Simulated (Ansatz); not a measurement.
# MoS2: the cost of one run

Program: Ansatz 0.2.0. Level of theory: DFT PBEsol, scalar-relativistic, plane waves, PAW. These are calculated values, not measurements.

3 further runs of the same task are left out: 3 that didn't finish. Runs told in other sessions of the task aren't counted.

### Step 1. The structure to begin with

It takes space group P-6m2 (No. 187, hexagonal). Conventional cell: a = 3.141 Å, b = 3.141 Å, c = 28.014 Å, α = 90.00°, β = 90.00°, γ = 120.00°. Mo (site symmetry -6m2) is surrounded by 6 S at 2.39 Å. Mo (site symmetry 3m) has 6 S at 2.39 Å in its first shell of neighbours. S (site symmetry 3m) is surrounded by 3 Mo at 2.39 Å.

Structure file:

```
CELL_PARAMETERS angstrom
3.14073 0.00000 0.00000
-1.57036 2.71995 0.00000
0.00000 0.00000 28.01391
ATOMIC_POSITIONS crystal
Mo 0.66667 0.33333 0.00000
Mo 0.33333 0.66667 0.77553
Mo 0.33333 0.66667 0.22447
S 0.33333 0.66667 0.05566
S 0.66667 0.33333 0.83120
S 0.66667 0.33333 0.28008
S 0.33333 0.66667 0.94434
S 0.66667 0.33333 0.71992
S 0.66667 0.33333 0.16880
```

It goes back to an entry of the Materials Project, which need not be the stable form.

This cell was relaxed beforehand with the same method: volume 26.59 Å³/atom, gap on the mesh 1.19 eV.

### Step 2. The reference: the undisturbed cell on the scan's mesh

File input.yaml:

```yaml
crystal:
  lattice:
    - [3.1407285108, 0.0, 0.0]
    - [-1.5703642554, 2.7199506767, 0.0]
    - [0.0, 0.0, 28.0139064959]
  atoms:
    - { symbol: Mo, position: [0.6666666667, 0.3333333333, 0.0] }
    - { symbol: Mo, position: [0.3333333333, 0.6666666667, 0.775531177] }
    - { symbol: Mo, position: [0.3333333333, 0.6666666667, 0.224468823] }
    - { symbol: S, position: [0.3333333333, 0.6666666667, 0.0556609006] }
    - { symbol: S, position: [0.6666666667, 0.3333333333, 0.8311968859] }
    - { symbol: S, position: [0.6666666667, 0.3333333333, 0.2800842459] }
    - { symbol: S, position: [0.3333333333, 0.6666666667, 0.9443390994] }
    - { symbol: S, position: [0.6666666667, 0.3333333333, 0.7199157541] }
    - { symbol: S, position: [0.6666666667, 0.3333333333, 0.1688031141] }
basis:
  ecutwfc: 420
kpoints:
  mp_grid: { grid: [12, 12, 1] }
hamiltonian:
  xc: pbesol
scf:
  occupations: { method: gaussian, width: 0.05 }
output:
  forces: true
  stress: true
  eigenvalues: true
  write_density: true
  write_potential: true
  elf: true
  volumetric_format: npy
```

Launch:

```
> ansatz run input.yaml --threads 2 --pin off --max-ram 5120MiB --backend cpu --events-out ev --progress --plain --runs-dir out
```

**Question.** How long does this run take on 2 threads of Intel Xeon at 2.50GHz (Skylake/Cascade Lake), shared host, and how much memory does it need?

About 25 s, with a peak of 0.57 GiB.
